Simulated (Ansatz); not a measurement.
The system is Mn2FeSe3.

```
Se Fe Mn
1.0
     3.52575    0.00000    0.00000
    -1.76287    3.05339    0.00000
     0.00000    0.00000    8.56452
Se Fe Mn
3 1 2
Direct
  0.00000 0.00000 0.50000
  0.66667 0.33333 0.83940
  0.33333 0.66667 0.16060
  0.00000 0.00000 0.00000
  0.66667 0.33333 0.33322
  0.33333 0.66667 0.66678
```

The cell comes from a database or a generator and needn't be the stable form of this composition.

| Item | Value |
| --- | --- |
| Program | Ansatz 0.2.0 |
| Task | relaxation of cell and atoms |
| Functional | r2SCAN |
| Potentials or basis | Ansatz PAW |
| Cutoff | 500 eV (not typed: the program's choice for these potentials) |
| k mesh | 9 × 9 × 3 |
| Occupations | fermi-dirac, width 0.05 eV |
| Spin | collinear spin, ferromagnetic start |
| Starting moments | [0.0, 0.0, 0.0, 3.0, 4.0, 4.0] μB |

At the start: volume 15.37 Å³/atom.

**Question.** How do energy, volume and symmetry change on relaxing?

**Answer.** It ends after 8 steps and the volume is 19.32 Å³/atom (+25.7 %); space group P-3m1 (No. 164, to 0.05 Å); moment 6.00 μB per cell.

The path:
```csv
step,energy change (eV),largest force (eV/Å),volume (Å³)
1,0.0000,0.3043,92.20
2,-1.2886,0.2680,103.76
3,-1.6357,0.0830,113.25
4,-1.6521,0.0184,115.50
5,-1.6524,0.0059,115.91
6,-1.6697,0.0054,115.91
7,-1.6697,0.0027,115.94
8,-1.6697,0.0027,115.94
```

Final structure:
```cif
data_structure
_symmetry_space_group_name_H-M 'P 1'
_symmetry_Int_Tables_number 1
_cell_length_a 3.7850
_cell_length_b 3.7850
_cell_length_c 9.3452
_cell_angle_alpha 90.000
_cell_angle_beta 90.000
_cell_angle_gamma 120.000
_cell_volume 115.94
loop_
_atom_site_label
_atom_site_type_symbol
_atom_site_fract_x
_atom_site_fract_y
_atom_site_fract_z
_atom_site_occupancy
Se1 Se 0.00000 0.00000 0.50000 1
Se2 Se 0.66667 0.33333 0.83977 1
Se3 Se 0.33333 0.66667 0.16023 1
Fe1 Fe 0.00000 0.00000 0.00000 1
Mn1 Mn 0.66667 0.33333 0.32920 1
Mn2 Mn 0.33333 0.66667 0.67080 1
```

Caveat: the magnetic or orbital state may not be the lowest; the volume moved by over 15 % at a fixed basis, so the end points are rough; the plane-wave basis is chosen anew once the cell has moved, so the energies of steps on either side of that aren't comparable; only a ferromagnetic start was run, and an antiferromagnetic order may lie lower in energy; the PAW data sets come from PBE, with cores solved anew for the run's functional, which leaves a small shift of forces and pressure; the starting moments weren't kept.
